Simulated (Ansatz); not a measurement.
# HfBr2F2: the cost of one run

Method: DFT PBE, scalar-relativistic, plane waves, PAW, in Ansatz 0.2.0.

**1. The system as given**

The structure is tetragonal, space group I4/mmm (No. 139). Conventional cell: a = 4.345 Å, b = 4.345 Å, c = 12.491 Å, α = 90.00°, β = 90.00°, γ = 90.00°. Hf (site symmetry 4/mmm) is surrounded by 8 F at 3.35 Å and 8 Br at 3.80 Å. Around Br (site symmetry -4m2) lie 4 F at 2.81 Å and 4 Br at 3.07 Å and 4 Hf at 3.80 Å. F (site symmetry 4mm) is surrounded by 1 F at 2.67 Å and 4 Br at 2.81 Å and 4 Hf at 3.35 Å.

Coordinates:

```
CELL_PARAMETERS angstrom
-2.17226 2.17226 6.24540
2.17226 -2.17226 6.24540
2.17226 2.17226 -6.24540
ATOMIC_POSITIONS crystal
Hf 0.00000 0.00000 0.00000
Br 0.75000 0.25000 0.50000
Br 0.25000 0.75000 0.50000
F 0.60688 0.60688 0.00000
F 0.39312 0.39312 0.00000
```

A structure generator made this guess: species swapped into a database cell of SrIn2Hg2 (I4/mmm, No. 139), with Hf on the Sr sites, Br on the In sites and F on the Hg sites. Lengths come from tabulated atomic sizes and are only a guess.

**2. Probe: one point on a coarse mesh**

The input, input.yaml:

```yaml
crystal:
  lattice:
    - [-2.17226206, 2.17226206, 6.24540167]
    - [2.17226206, -2.17226206, 6.24540167]
    - [2.17226206, 2.17226206, -6.24540167]
  atoms:
    - { symbol: Hf, position: [0.0, 0.0, 0.0] }
    - { symbol: Br, position: [0.75, 0.25, 0.5] }
    - { symbol: Br, position: [0.25, 0.75, 0.5] }
    - { symbol: F, position: [0.60687602, 0.60687602, 0.0] }
    - { symbol: F, position: [0.39312398, 0.39312398, 0.0] }
basis:
  ecutwfc: 420
kpoints:
  mp_grid: { grid: [6, 6, 6] }
hamiltonian:
  xc: pbe
scf:
  occupations: { method: gaussian, width: 0.1 }
  lower_state_search: "off"
output:
  forces: true
  stress: true
  eigenvalues: true
```

On the command line:

```sh
ansatz run input.yaml --threads 1 --pin off --max-ram 2560MiB --backend cpu --events-out ev --progress --plain --runs-dir out
```

Q: Estimate wall time and peak memory on 1 thread of Intel Xeon Platinum 8488C (Sapphire Rapids), shared host.

About 5.3 s, with a peak of 0.47 GiB.
